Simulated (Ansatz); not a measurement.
Write a Python script for the Python package of Ansatz (0.2.0) that makes a ladder of methods at one geometry of AsBGeH₆O, SMILES [GeH3][O]B[AsH2]. Settings (for the species named): MP2, def2-SVP basis, multiplicity 1. The script varies method: mp2, ccsd, ccsd_t.

```yaml
atoms:
  - { symbol: Ge, position_ang: [-1.3148, -0.6496, -0.4576] }
  - { symbol: O, position_ang: [-0.2260, -0.9582, 0.9314] }
  - { symbol: B, position_ang: [0.4461, 0.3156, 1.1809] }
  - { symbol: As, position_ang: [2.2622, 0.7043, 0.3330] }
  - { symbol: H, position_ang: [-0.4864, -0.2113, -1.6936] }
  - { symbol: H, position_ang: [-2.3379, 0.4576, -0.0931] }
  - { symbol: H, position_ang: [-2.0825, -1.9510, -0.8029] }
  - { symbol: H, position_ang: [-0.0262, 1.0942, 1.9338] }
  - { symbol: H, position_ang: [2.1383, -0.5084, -0.6467] }
  - { symbol: H, position_ang: [1.6273, 1.7067, -0.6853] }
```

Script `run_methods.py`:
```python
"""One geometry of AsBGeH6O, method by method."""

from dataclasses import dataclass

import ansatz as az


@dataclass
class Settings:
    basis: str = "def2-SVP"


cfg = Settings()


def main() -> None:
    geometry_ang = [
        ("Ge", (-1.3148, -0.6496, -0.4576)),
        ("O", (-0.226, -0.9582, 0.9314)),
        ("B", (0.4461, 0.3156, 1.1809)),
        ("As", (2.2622, 0.7043, 0.333)),
        ("H", (-0.4864, -0.2113, -1.6936)),
        ("H", (-2.3379, 0.4576, -0.0931)),
        ("H", (-2.0825, -1.951, -0.8029)),
        ("H", (-0.0262, 1.0942, 1.9338)),
        ("H", (2.1383, -0.5084, -0.6467)),
        ("H", (1.6273, 1.7067, -0.6853)),
    ]
    mol = az.Crystal.molecule()
    for symbol, xyz in geometry_ang:
        mol = mol.atom(symbol, xyz)

    job = mol.calculation().basis(gaussian=cfg.basis)

    methods = ["mp2", "ccsd", "ccsd_t"]
    reports = [job.correlation(m).run(threads=1, pin="off").report for m in methods]
    print(f"Hartree-Fock reference {reports[0]['reference_energy_ev'] / 27.211386246:.6f} Ha")
    best = reports[-1]["free_energy_ev"] - reports[-1]["reference_energy_ev"]
    for method, each in zip(methods, reports):
        gained = each["free_energy_ev"] - each["reference_energy_ev"]
        print(f"{method:8s} total {each['free_energy_ev'] / 27.211386246:.6f} Ha  correlation {gained:9.4f} eV  ({100 * gained / best:.1f} % of the last)")


if __name__ == "__main__":
    main()
```

Running `python run_methods.py` prints:
```text
Hartree-Fock reference -4412.001632 Ha
mp2      total -4412.748330 Ha  correlation  -20.3187 eV  (93.2 % of the last)
ccsd     total -4412.779730 Ha  correlation  -21.1731 eV  (97.2 % of the last)
ccsd_t   total -4412.802524 Ha  correlation  -21.7934 eV  (100.0 % of the last)
```

The settings weren't tested for convergence. The geometry is a force-field or estimated start, not a minimum of this method, and the basis set is short of its limit. A lower total doesn't mark the better method: functionals have no common bound, and MP2 and coupled cluster aren't variational. Inner cores stay frozen; a filled d shell under the valence of the heavier atoms is correlated with it. The whole script took 74 s on 1 thread of Arm Neoverse V1 (shared host), peak memory 0.73 GiB.

(Lines on the test bed's own set-up are left out of the output.)
